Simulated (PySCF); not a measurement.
**C₄H₁₀AsBO: electronic excitations**

Aim: predict the electronic excitations of C₄H₁₀AsBO (`[H][As@OH14+]1([H])[BH2-]O/C(=C/C)C1`).

Computed with PySCF 2.14.0, with density-fitted response routines of our own, on a single molecule in the gas phase. Atoms are numbered from 0 throughout.

### 1 The molecule as given

17 atoms, charge 0, multiplicity 1; geometry from: GFN2-xTB.

Bonds of the start (Å): C0–C1 1.50, C1–C2 1.33, C2–C3 1.49, C3–As4 2.00, B5–O6 1.33, O6–C2 1.38, C0–H7 1.09, C0–H8 1.09, C0–H9 1.09, C1–H10 1.08, C3–H11 1.10, C3–H12 1.09, As4–H13 1.51, As4–H14 1.50, B5–H15 1.18, B5–H16 1.17.

The optimised geometry no longer has the bonds of the starting formula, so what follows describes that rearranged structure.

### 2 Excited states and response: CAM-B3LYP/def2-SVPD

Job settings and geometry (Å):

```
{"job": {"kind": "uv", "xc": "CAM-B3LYP", "basis": "def2-SVPD", "nstates": 8, "ntriplets": 3}, "charge": 0, "multiplicity": 1}
C      2.341938    -0.071527    -0.084909
C      1.034009    -0.747058     0.183351
C     -0.158771    -0.217992    -0.061121
C     -0.442274     1.158444    -0.562760
As    -2.086637     1.770071     0.388690
B     -1.590797    -2.160442    -0.004977
O     -1.332095    -0.883661     0.248199
H      2.302413     0.526791    -0.992515
H      3.129402    -0.812883    -0.192628
H      2.612129     0.584174     0.744526
H      1.079217    -1.733547     0.623678
H     -0.663590     1.130598    -1.635846
H      0.405377     1.824403    -0.404715
H     -1.754425     3.239417     0.227980
H     -1.420954     1.801216     1.733098
H     -0.835494    -2.845434    -0.596090
H     -2.626448    -2.550542     0.376128
```

Method: TDDFT CAM-B3LYP/def2-SVPD, vertical, gas phase, core orbitals frozen in the response.

Command:

```sh
$ OMP_NUM_THREADS=1 python probes_run.py task.json out
```

One launch serves the whole session: the jobs run in the order shown.

What will the session give for the following? lowest singlet (CAM-B3LYP/def2-SVPD); brightest single state of those computed; lowest triplet. Wanted: lowest singlet; brightest single state of those computed; lowest triplet.

The runs gave:

| quantity | value |
| --- | --- |
| lowest singlet (CAM-B3LYP/def2-SVPD) | 5.59 eV (222 nm), f = 0.088 |
| brightest single state of those computed | state 6, 6.83 eV, f = 0.200 |
| lowest triplet | 4.09 eV |

The structure rearranged or came apart on optimisation; the results belong to the end geometry, not to the formula as drawn. The lowest singlet, at 5.59 eV, is HOMO→LUMO 0.91 and is bright; of the 8 states computed, the strongest absorption comes from state 6 at 6.83 eV. The lowest triplet lies 1.49 eV below the lowest singlet (triplets in Tamm-Dancoff, singlets in full TDDFT).
